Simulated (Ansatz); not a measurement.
# BAsH6 (SMILES [BH3-][AsH3+]): functionals against CCSD(T) at one geometry

The task here is to estimate one member of a computed series from the others.

Program: Ansatz 0.2.0, Gaussian basis. Level of theory: single points in def2-TZVPP. These are calculated values, not measurements.

Correlated methods freeze the cores. Filled d shells of the heavier atoms are correlated.

**The system as given**

8 atoms, charge 0, spin multiplicity 1.

Atoms are counted from 1 here; the program's logs count them from 0.

Bond lengths: B1–As2 1.987 Å, B1–H3 1.205 Å, B1–H4 1.245 Å, B1–H5 1.123 Å, As2–H6 1.576 Å, As2–H7 1.388 Å, As2–H8 1.502 Å. Angles: As2–B1–H3 103.1°, As2–B1–H4 106.1°, As2–B1–H5 108.6°, H3–B1–H4 106.3°, H3–B1–H5 111.9°, H4–B1–H5 119.4°, B1–As2–H6 119.2°, B1–As2–H7 126.5°, B1–As2–H8 123.9°, H6–As2–H7 91.2°, H6–As2–H8 91.8°, H7–As2–H8 95.1°.

Geometry (Å):

```xyz
8
charge 0, multiplicity 1
B    -0.58920    0.20400   -0.97770
As    0.45240   -0.19090    0.66770
H    -1.69810   -0.17290   -0.69570
H    -0.16570   -0.57630   -1.84990
H    -0.55790    1.31110   -1.16560
H     0.09410    0.56410    2.00340
H     0.51040   -1.40620    1.33670
H     1.91380    0.11880    0.82760
```

Set-up of the first run:

Contents of run/in.yaml:

```yaml
crystal:
  periodic: [false, false, false]
  atoms:
    - {symbol: B, position_ang: [-0.589200, 0.204000, -0.977700]}
    - {symbol: As, position_ang: [0.452400, -0.190900, 0.667700]}
    - {symbol: H, position_ang: [-1.698100, -0.172900, -0.695700]}
    - {symbol: H, position_ang: [-0.165700, -0.576300, -1.849900]}
    - {symbol: H, position_ang: [-0.557900, 1.311100, -1.165600]}
    - {symbol: H, position_ang: [0.094100, 0.564100, 2.003400]}
    - {symbol: H, position_ang: [0.510400, -1.406200, 1.336700]}
    - {symbol: H, position_ang: [1.913800, 0.118800, 0.827600]}
basis:
  gaussian: {orbitals: def2-TZVPP}
correlation: {method: ccsd_t}
output: {forces: true}
```

No record of the launch command was kept for these runs.

Steps of the session up to this table: CCSD(T)/def2-TZVPP; PBE0-D4/def2-TZVPP; wB97M-V/def2-TZVPP; r2SCAN-D4/def2-TZVPP; PBE-D4/def2-TZVPP; r2SCAN0-D4/def2-TZVPP; BLYP-D4/def2-TZVPP.

One table of the session follows, with a row left open; its other results are not shown here.

```
    method  RMS force component (eV/Å)  angle to CCSD(T) forces (°)  dipole (D)
   CCSD(T)                       1.213                    reference        3.92
   PBE0-D4                           ?                            ?           ?
   wB97M-V                       1.206                          2.2        3.83
 r2SCAN-D4                       1.191                          5.8        3.70
    PBE-D4                       1.210                         12.0        3.62
r2SCAN0-D4                       1.204                          3.1        3.80
   BLYP-D4                       1.199                          9.0        3.56
```

**Question.** Estimate the row for PBE0-D4.

**Answer.** RMS force component (eV/Å): 1.212; angle to CCSD(T) forces (°): 6.1; dipole (D): 3.76. In the column «RMS force component (eV/Å)» it lies between PBE-D4 (1.210) and CCSD(T) (1.213).
